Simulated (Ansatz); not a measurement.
# interstitial Al in Si: a dynamics run in two tries

The task is a short trajectory. The host cell (diamond) has 16 atoms; the extra atom is the last.

Program: Ansatz 0.2.0. Level of theory: DFT PBE, plane waves, PAW, scalar-relativistic, collinear spin. These are calculated values, not measurements.

## (1) Starting point

The cell holds 17 atoms (AlSi16): a = 7.679 Å, b = 7.679 Å, c = 7.679 Å, α = 60.00°, β = 60.00°, γ = 60.00°.

The coordinates stand in the first input below.

## (2) The run

File input.yaml:

```yaml
crystal:
  lattice:
    - [0.0, 5.43, 5.43]
    - [5.43, 0.0, 5.43]
    - [5.43, 5.43, 0.0]
  atoms:
    - { symbol: Si, position: [-0.06047475, -0.0650765, 0.09067732] }
    - { symbol: Si, position: [0.15176083, 0.28678293, 0.13006109] }
    - { symbol: Si, position: [-0.07380003, 0.07170422, 0.45887304] }
    - { symbol: Si, position: [-0.00099119, 0.10830122, 0.73745413] }
    - { symbol: Si, position: [-0.03233671, 0.71191199, -0.07205077] }
    - { symbol: Si, position: [0.05711808, 0.5952363, 0.26826444] }
    - { symbol: Si, position: [-0.0740152, 0.45439884, 0.6337635] }
    - { symbol: Si, position: [0.10128025, 0.66105954, 0.56704524] }
    - { symbol: Si, position: [0.44037899, 0.01678164, -0.05679472] }
    - { symbol: Si, position: [0.54078367, 0.0604871, 0.19457629] }
    - { symbol: Si, position: [0.38110591, -0.00511053, 0.56881502] }
    - { symbol: Si, position: [0.54478561, 0.15681809, 0.59461359] }
    - { symbol: Si, position: [0.40902532, 0.44867787, 0.05396241] }
    - { symbol: Si, position: [0.61111772, 0.64108899, 0.05022619] }
    - { symbol: Si, position: [0.47179983, 0.5481776, 0.41682776] }
    - { symbol: Si, position: [0.51677793, 0.58301229, 0.66252169] }
    - { symbol: Al, position: [0.84509392, 0.31684219, 1.08171125], spin: 1.0 }
magnetization:
  spin_polarized: true
basis:
  ecutwfc: 420.0
kpoints:
  mp_grid: { grid: [2, 2, 2] }
hamiltonian:
  xc: pbe
  pseudopotentials: { kind: paw, azcp: { folder: soft_1 } }
scf:
  occupations: { method: fermi_dirac, width: 0.02 }
  lower_state_search: "off"
  max_iter: 98
md:
  timestep: 2
  n_steps: 25
  ensemble: nvt_langevin
  initial_velocities: maxwell_boltzmann
  seed: 523918
```

Command:

```bash
> ansatz run input.yaml --threads 1 --pin off --max-ram 3072MiB --backend cpu --events-out ev --progress --plain --runs-dir out
```

Q: Predict the outcome of this session. Wanted: first try.

As calculated:

```
 quantity                                                           value
first try                                                         refused
    cause  a Langevin thermostat is asked for with no temperature to hold
```

The fault in the first input was caught at the input check and cost nothing.
